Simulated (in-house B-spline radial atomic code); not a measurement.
# Xe⁴⁴⁺: G0W0 and RPA against the share of exact exchange in the start

Question: is there a share of exact exchange at which G0W0 leaves the highest level of Xe⁴⁴⁺ where the start put it?

The numbers are computed with an in-house B-spline radial atomic code, version 1 (RPA, second order, AC-SOSEX and G0W0 (contour deformation) on a scalar-relativistic mean field, all electrons; no spin-orbit coupling, Breit or QED terms, no two-electron picture change), except any that are marked as measured or tabulated.

## 1. Starting point

```
element                  : xenon (Z = 54)
charge                   : +44
electrons                : 10
configuration            : [He] 2s2 2p6
Hamiltonian              : scalar-relativistic (spin-free one-electron X2C), finite nucleus
shares of exact exchange : 0.00, 0.10, 0.20, 0.30, 0.40, 0.50, 0.60, 0.70, 0.80, 0.90, 1.00
```

The outer shells:

Xe44+
```
[He] core
2s [↑↓]
2p [↑↓][↑↓][↑↓]
```

## 2. Run with 0 % exact exchange

Settings of the run:

```ini
Z = 54
electrons = 10.0
configuration = [He] 2s2 2p6
hamiltonian = x2c
method = pbeh
lmax = 9
exact_exchange_fraction = 0.0
rms_radius = 4.7859
spin_polarised = False
box_radius = 2.3
intervals = 61
```

Started as:

```sh
python run_gw.py task.json out
```

The settings of every run stand in task.json; they run in order.

The runs that follow: Run with 10 % exact exchange; Run with 20 % exact exchange; Run with 30 % exact exchange; Run with 40 % exact exchange; Run with 50 % exact exchange; Run with 60 % exact exchange; Run with 70 % exact exchange; Run with 80 % exact exchange; Run with 90 % exact exchange; Run with 100 % exact exchange.

**Question.** What will these runs give? Wanted: highest level, mean field; highest level, G0W0; RPA correlation energy; RPA+SOSEX.

The runs gave:

| quantity | value |
| --- | --- |
| highest level, mean field (range over the runs) | -7779.968 to -7660.241 eV |
| highest level, G0W0 (range over the runs) | -7776.498 to -7776.414 eV |
| RPA correlation energy | -0.7039 to -0.6896 hartree |
| RPA+SOSEX | -0.4536 to -0.4440 hartree |
| tabulated theoretical ionisation energy (2p shell) | 7660.0 ± 4 eV (NIST Atomic Spectra Database, ionization energies) |
| G0W0 removal energy less that value | +116 eV |

**Reading.** G0W0 turns a spread of 120 eV among the starts into one of 0.084 eV, 0.070 % of it. Without exact exchange the level is bound too weakly, and G0W0 lowers it by 116 eV. The correction changes sign near 97 % exact exchange, where the start's level already equals its G0W0 level. RPA gives the most correlation at 0 % exact exchange and the least at 100 % exact exchange (2.0 % apart); over the runs it loosely follows the gap of the start, as smaller excitation energies give more correlation. The tabulated theoretical ionisation energy is 7660.0 ± 4 eV. G0W0 is off by about +116 eV (+1.5 %) in every run shown, whatever the start. Without spin-orbit coupling the level is the average over j, while the tabulated threshold takes the electron from j = 3/2, which is bound less; that pushes the computed values up by a part of the shell's splitting.
